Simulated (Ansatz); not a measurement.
# C2H8F2Si2: the cost of one run

Method: UKS PBE-D4/STO-3G, in Ansatz 0.2.0.

### 1 The starting structure

Bond lengths: F1–C2 1.401 Å, C2–Si3 1.841 Å, Si3–F4 1.602 Å, Si3–C5 1.883 Å, C5–Si6 1.845 Å, C2–H7 1.067 Å, C2–H8 1.080 Å, Si3–H9 1.426 Å, C5–H10 1.075 Å, C5–H11 1.130 Å, Si6–H12 1.507 Å, Si6–H13 1.496 Å, Si6–H14 1.474 Å. Angles (14 of 24 angles, heavy atoms first): F1–C2–Si3 110.1°, C2–Si3–F4 111.5°, C2–Si3–C5 111.0°, F4–Si3–C5 105.2°, Si3–C5–Si6 106.6°, F1–C2–H7 109.7°, F1–C2–H8 105.4°, Si3–C2–H7 110.6°, Si3–C2–H8 109.5°, C2–Si3–H9 110.4°, F4–Si3–H9 108.7°, C5–Si3–H9 109.9°, Si3–C5–H10 111.2°, Si3–C5–H11 109.4°.

Structure file:

```xyz
14

F    -1.4989   -1.3786    2.0133
C    -1.9864   -1.0861    0.7331
Si   -0.9032    0.1549   -0.0884
F    -1.0965    1.6128    0.5465
C     0.9156   -0.2590    0.1699
Si    1.8817    0.9820   -0.7953
H    -2.9870   -0.7231    0.8035
H    -1.9440   -2.0183    0.1897
H    -1.1935    0.2209   -1.4832
H     1.1297   -1.2714   -0.1211
H     1.1617   -0.1961    1.2708
H     3.3466    0.6638   -0.6443
H     1.6344    2.3871   -0.3438
H     1.5267    0.8820   -2.2219
```

### 2 Relaxing the start

input.yaml

```yaml
crystal:
  periodic: [false, false, false]
  atoms:
    - { symbol: F, position_ang: [-1.4989, -1.3786, 2.0133] }
    - { symbol: C, position_ang: [-1.9864, -1.0861, 0.7331] }
    - { symbol: Si, position_ang: [-0.9032, 0.1549, -0.0884] }
    - { symbol: F, position_ang: [-1.0965, 1.6128, 0.5465] }
    - { symbol: C, position_ang: [0.9156, -0.259, 0.1699] }
    - { symbol: Si, position_ang: [1.8817, 0.982, -0.7953] }
    - { symbol: H, position_ang: [-2.987, -0.7231, 0.8035] }
    - { symbol: H, position_ang: [-1.944, -2.0183, 0.1897] }
    - { symbol: H, position_ang: [-1.1935, 0.2209, -1.4832] }
    - { symbol: H, position_ang: [1.1297, -1.2714, -0.1211] }
    - { symbol: H, position_ang: [1.1617, -0.1961, 1.2708] }
    - { symbol: H, position_ang: [3.3466, 0.6638, -0.6443] }
    - { symbol: H, position_ang: [1.6344, 2.3871, -0.3438] }
    - { symbol: H, position_ang: [1.5267, 0.882, -2.2219] }
magnetization:
  spin_polarized: true
basis:
  gaussian: { orbitals: STO-3G }
hamiltonian:
  xc: pbe
  dispersion: d4
relax:
  f_tol: 0.02
  max_steps: 40
```

The run is started by

```
$ ansatz run input.yaml --threads 1 --pin off --max-ram 2048MiB --backend cpu --events-out ev --progress --plain --runs-dir out
```

Q: Estimate wall time and peak memory on 1 thread of Arm Neoverse V1, shared host.

About 66 s, with a peak of 0.16 GiB.
